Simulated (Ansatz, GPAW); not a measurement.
## A script for PbS (PBE in single-zeta orbitals)

These are simulated results from GPAW 26.7.0, not measurements. The cell began as a database structure and was relaxed with r2SCAN+rVV10 in plane waves (Ansatz 0.2.0). All runs are without spin polarisation.

Space group I4/mmm (No. 139), tetragonal; a = 4.198 Å, c = 5.956 Å in the conventional setting, 26.24 Å³ an atom. Pb has 6 S at 2.97–2.98 Å; S has 6 Pb at 2.97–2.98 Å.

The basis is minimal: single zeta, one radial function for each shell that the log's basis lists. It describes the filled bands fairly and the empty ones poorly.

The script, run.py:

```python
import json
from ase import Atoms
from gpaw import GPAW, PW, FermiDirac

atoms = Atoms(['Pb', 'Pb', 'S', 'S'],
              cell=[[5.95559265, 0.0, 0.0], [0.0, 2.96854404, 2.96854407], [0.0, -2.96854404, 2.96854407]],
              scaled_positions=[[0.749894482, 0.260518524, 0.760518524], [0.250105518, 0.760518524, 0.260518524], [0.749662108, 0.760481476, 0.260481476], [0.250337892, 0.260481476, 0.760481476]],
              pbc=True)
calc = GPAW(mode='lcao', basis='sz(dzp)', h=0.2, xc='PBE', kpts={'size': (4, 4, 4), 'gamma': True},
            occupations=FermiDirac(0.02), maxiter=100, legacy_gpaw=True, txt='gpaw.txt')
atoms.calc = calc
res = {'energy': atoms.get_potential_energy(force_consistent=True)}
res['electrons'] = calc.get_number_of_electrons()
res['k'] = calc.get_ibz_k_points().tolist()
res['levels'] = [calc.get_eigenvalues(kpt=i).tolist() for i in range(len(res['k']))]
points = [[0.0, 0.0, 0.0], [0.0, 0.0, 0.5], [0.0, 0.5, 0.5], [0.5, 0.0, 0.0], [0.5, 0.0, 0.5], [0.5, 0.5, 0.5]]
bands = calc.fixed_density(kpts=points, symmetry='off', txt='bands.txt')
res['points'] = [bands.get_eigenvalues(kpt=i).tolist() for i in range(len(points))]
json.dump(res, open('results.json', 'w'))
print('free energy (eV):', round(res['energy'], 5))
```

Command: `python run.py`. It took 7 s on 1 thread of Arm Neoverse V2, on a shared host, peak memory 0.18 GiB.

The log gpaw.txt, trimmed of paths, versions and times, then the last line on the terminal. An iter line gives the energy in eV and the logarithms of the changes of orbitals (plane waves alone) and density (c: converged):

```
___ ___ ___ _ _ _
 |   |   |_  | | | |

 | | | | | . | | | |

 |__ |  _|___|_____|  26.7.0
 |___|_|

Input parameters:
  basis: sz(dzp)
  h: 0.2
  kpts: {gamma: True,
         size: (4, 4, 4)}
  maxiter: 100
  mode: lcao
  occupations: {fixmagmom: False,
                name: fermi-dirac,
                width: 0.02}
  xc: PBE

System changes: positions, numbers, cell, pbc, initial_charges, initial_magmoms

Initialize ...

species:
  Pb:
    name:    Lead
    Z:       82.0
    valence: 14
    core:    68
    charge:  0.0  # [|e|]
    compensation charges:
      type: gauss
      rc: 0.38  # [Å]
      lmax: 2
    cutoffs:
      filter: 2.36  # [Å]
      core: 2.43  # [Å]
    projectors
    | kind |    occ | energy [eV] | rcut [Å] |

    |------|--------|-------------|----------|

    |   6s |  2.000 |     -11.969 |    1.259 |

    |   6p |  2.000 |      -3.506 |    1.275 |

    |   5d | 10.000 |     -21.211 |    1.217 |

    |    s |        |      15.243 |    1.259 |

    |    p |        |      23.705 |    1.275 |

    |    d |        |       6.001 |    1.217 |

    LCAO basis set for Pb:
      Name: sz(dzp)
      Number of radial functions: 3
      Number of spherical harmonics: 9
        l=0, rc=6.8438 Bohr: 6s-sz confined orbital
        l=1, rc=9.8125 Bohr: 6p-sz confined orbital
        l=2, rc=4.5156 Bohr: 5d-sz confined orbital
      Number of RI-basis functions 0

  S:
    name:    Sulfur
    Z:       16.0
    valence: 6
    core:    10
    charge:  0.0  # [|e|]
    compensation charges:
      type: gauss
      rc: 0.24  # [Å]
      lmax: 2
    cutoffs:
      filter: 1.77  # [Å]
      core: 1.66  # [Å]
    projectors
    | kind |    occ | energy [eV] | rcut [Å] |

    |------|--------|-------------|----------|

    |   3s |  2.000 |     -17.254 |    0.974 |

    |   3p |  4.000 |      -7.008 |    0.979 |

    |    s |        |       9.957 |    0.974 |

    |    p |        |      20.203 |    0.979 |

    |    d |        |       0.000 |    0.900 |

    LCAO basis set for S:
      Name: sz(dzp)
      Number of radial functions: 2
      Number of spherical harmonics: 4
        l=0, rc=5.5156 Bohr: 3s-sz confined orbital
        l=1, rc=6.9375 Bohr: 3p-sz confined orbital
      Number of RI-basis functions 0

Reference energy: -1156264.166523  # eV

Spin-paired calculation

Convergence criteria:
 Maximum [total energy] change in last 3 cyles: 0.0005 eV / valence electron
 Maximum integral of absolute [dens]ity change: 0.0001 electrons / valence electron
 Maximum integral of absolute [eigenst]ate change: 4e-08 eV^2 / valence electron
 Maximum number of scf [iter]ations: 100
 (Square brackets indicate name in SCF output, whereas a 'c' in
 the SCF output indicates the quantity has converged.)

Symmetries present (total): 2

  ( 1  0  0)  (-1  0  0)
  ( 0  1  0)  ( 0  0  1)
  ( 0  0  1)  ( 0  1  0)

64 k-points: 4 x 4 x 4 Monkhorst-Pack grid + [1/8,1/8,1/8]
24 k-points in the irreducible part of the Brillouin zone
       k-points in crystal coordinates                weights
   0:     0.00000000    0.00000000    0.00000000          1/64
   1:     0.00000000    0.25000000   -0.25000000          2/64
   2:     0.00000000    0.25000000    0.00000000          4/64
   3:     0.00000000    0.25000000    0.25000000          2/64
   4:     0.00000000    0.50000000    0.00000000          2/64
   5:     0.00000000    0.50000000    0.25000000          4/64
   6:     0.00000000    0.50000000    0.50000000          1/64
   7:     0.25000000   -0.25000000    0.25000000          2/64
   8:     0.25000000    0.00000000    0.00000000          2/64
   9:     0.25000000    0.00000000    0.25000000          4/64
          ...
  23:     0.50000000    0.50000000    0.50000000          1/64

Wave functions: LCAO
  Diagonalizer: Serial LAPACK
  Atomic Correction: dense with blas
  Data-type: complex

Occupation numbers: Fermi-Dirac:
  width: 0.0200  # eV

Eigensolver
   LCAO using direct dense diagonalizer

Densities:
  Coarse grid: 28*20*20 grid
  Fine grid: 56*40*40 grid
  Total Charge: 0.000000

Density mixing:
  Method: separate
  Backend: msr1
  Linear mixing parameter: 0.05
  old densities: 10
  Width of damping distribution: 1.1
  Damping of long wavelength oscillations: 20

Hamiltonian:
  XC and Coulomb potentials evaluated on a 56*40*40 grid
  Using the PBE Exchange-Correlation functional
  Interpolation: tri-quintic (5. degree polynomial)
  Poisson solver: FastPoissonSolver using
    Stencil: 6*3+1=19 point O(h^6) finite-difference Laplacian
    FFT axes: [np.int64(0), np.int64(1), np.int64(2)]
    FST axes: []

XC parameters: PBE with 2 nearest neighbor stencil

Memory estimate:
  Process memory now: 116.78 MiB
  Calculator: 23.99 MiB
    Density: 15.89 MiB
      Arrays: 2.22 MiB
      Localized functions: 11.96 MiB
      Mixer: 1.71 MiB
    Hamiltonian: 2.48 MiB
      Arrays: 1.45 MiB
      XC: 0.00 MiB
      Poisson: 0.00 MiB
      vbar: 1.02 MiB
    Wavefunctions: 5.62 MiB
      C [qnM]: 0.25 MiB
      S, T [2 x qmm]: 0.50 MiB
      P [aqMi]: 0.04 MiB
      BasisFunctions: 4.84 MiB
      Eigensolver: 0.00 MiB

Total number of cores used: 1

Number of atoms: 4
Number of atomic orbitals: 26
Number of bands in calculation: 26
Number of valence electrons: 40
Bands to converge: occupied
Positions:
   0 Pb     4.466066   -1.484272    3.030993    ( 0.0000,  0.0000,  0.0000)
   1 Pb     1.489527    1.484272    3.030993    ( 0.0000,  0.0000,  0.0000)
   2 S      4.464682    1.484272    3.030774    ( 0.0000,  0.0000,  0.0000)
   3 S      1.490911   -1.484272    3.030774    ( 0.0000,  0.0000,  0.0000)

Unit cell:
           periodic     x           y           z      points  spacing
  1. axis:    yes    5.955593    0.000000    0.000000    28     0.2127
  2. axis:    yes    0.000000    2.968544    2.968544    20     0.2099
  3. axis:    yes    0.000000   -2.968544    2.968544    20     0.2099

  Lengths:   5.955593   4.198155   4.198155
  Angles:   89.999999  90.000000  90.000000

Effective grid spacing dv^(1/3) = 0.2108

iter:   1   -15.409098        c
iter:   2   -15.281107        c -1.24
iter:   3   -14.829522        c -1.28
iter:   4   -14.827143        c -2.09
iter:   5   -14.826974c       c -2.25
iter:   6   -14.826963c       c -3.36
iter:   7   -14.826963c       c -4.70c

Converged after 7 iterations.

Energy contributions relative to reference atoms: (reference = -1156264.166523)

Kinetic:       +120.211051
Potential:     -111.954649
External:        +0.000000
XC:             -23.393616
Entropy (-ST):   -0.000013
Local:           +0.310257
SIC:             +0.000000
--------------------------
Free energy:    -14.826970
Extrapolated:   -14.826963

Showing only first 2 kpts
 Kpt  Band  Eigenvalues  Occupancy
  0    18      4.33084    2.00000
  0    19      4.36011    2.00000
  0    20     11.69093    0.00000
  0    21     11.76928    0.00000

  1    18      4.86007    2.00000
  1    19      5.58146    2.00000
  1    20      8.86908    0.00000
  1    21      9.03406    0.00000

Fermi level: 6.86523

Gap: 0.326 eV
Transition (v -> c):
  (s=0, k=21, n=19, [0.50, 0.50, 0.00]) -> (s=0, k=21, n=20, [0.50, 0.50, 0.00])
No difference between direct/indirect transitions

free energy (eV): -14.82697
```

The gap in the log is over the mesh alone; results.json adds the listed points. PBE in single-zeta orbitals gives a gap of 0.33 eV. On the same cell, plane-wave PBE (Ansatz, 4×6×6 k points and the special points) gives a gap of 0.38 eV and r2SCAN a gap of 0.63 eV; on shared hosts these took about 9.4 and 25 core-seconds on the 4-atom cell, against 7 for the script. Spin-orbit coupling, left out in all these runs, can cut or reorder the gap by tenths of an eV, up to about 1 eV with Pb or Bi.

Spin-orbit coupling is left out; in compounds of Pb, Bi, Tl or Hg it can lower a gap by up to about 1 eV, split its edges or invert the bands.
